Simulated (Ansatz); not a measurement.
# CaSn3N2: the cost of one run

Method: DFT PBE, scalar-relativistic, plane waves, PAW, in Ansatz 0.2.0.

### Step 1. The system as given

It takes space group R-3m (No. 166, trigonal). The conventional cell has a = 5.826 Å, b = 5.826 Å, c = 12.763 Å, α = 90.00°, β = 90.00°, γ = 120.00°. Ca (site symmetry -3m) has 6 Sn at 2.71 Å and 6 N at 3.40 Å as nearest neighbours. Sn (site symmetry 2/m) has 2 Ca at 2.71 Å and 4 Sn at 2.91 Å and 6 N at 3.12 to 3.34 Å as nearest neighbours. N (site symmetry 3m) has 9 Sn at 3.12 to 3.34 Å and 3 Ca at 3.40 Å as nearest neighbours.

Coordinates:

```cif
data_structure
_symmetry_space_group_name_H-M 'R-3m:H'
_symmetry_Int_Tables_number 166
_cell_length_a 5.8260
_cell_length_b 5.8260
_cell_length_c 12.7632
_cell_angle_alpha 90.000
_cell_angle_beta 90.000
_cell_angle_gamma 120.000
_cell_volume 375.17
loop_
_atom_site_label
_atom_site_type_symbol
_atom_site_symmetry_multiplicity
_atom_site_Wyckoff_symbol
_atom_site_fract_x
_atom_site_fract_y
_atom_site_fract_z
_atom_site_occupancy
Ca1 Ca 3 a 0.00000 0.00000 0.00000 1
Sn1 Sn 9 d 0.83333 0.16667 0.16667 1
N1 N 6 c 0.33333 0.66667 0.29435 1
```

Recipe of the guess: species swapped into a database cell of Sm2GeRu3 (R-3m, No. 166), with N on the Sm sites, Ca on the Ge sites and Sn on the Ru sites. Lengths come from tabulated atomic sizes and are only a guess.

### Step 2. Probe: one point on a coarse mesh

The input, input.yaml:

```yaml
crystal:
  lattice:
    - [2.91300135, 1.68182211, 4.25440375]
    - [-2.91300135, 1.68182211, 4.25440375]
    - [0.0, -3.36364422, 4.25440375]
  atoms:
    - { symbol: Ca, position: [0.0, 0.0, 0.0] }
    - { symbol: Sn, position: [0.0, 0.5, 0.0] }
    - { symbol: Sn, position: [0.5, 0.0, 0.0] }
    - { symbol: Sn, position: [0.0, 0.0, 0.5] }
    - { symbol: "N", position: [0.62768799, 0.62768799, 0.62768799] }
    - { symbol: "N", position: [0.37231201, 0.37231201, 0.37231201] }
basis:
  ecutwfc: 420
kpoints:
  mp_grid: { grid: [6, 6, 6] }
hamiltonian:
  xc: pbe
scf:
  occupations: { method: gaussian, width: 0.1 }
  lower_state_search: "off"
output:
  forces: true
  stress: true
  eigenvalues: true
```

The run is started by

```sh
$ ansatz run input.yaml --threads 1 --pin off --max-ram 2560MiB --backend cpu --events-out ev --progress --plain --runs-dir out
```

Q: Estimate wall time and peak memory on 1 thread of Arm Neoverse V2, shared host.

About 7.7 s, with a peak of 0.43 GiB.
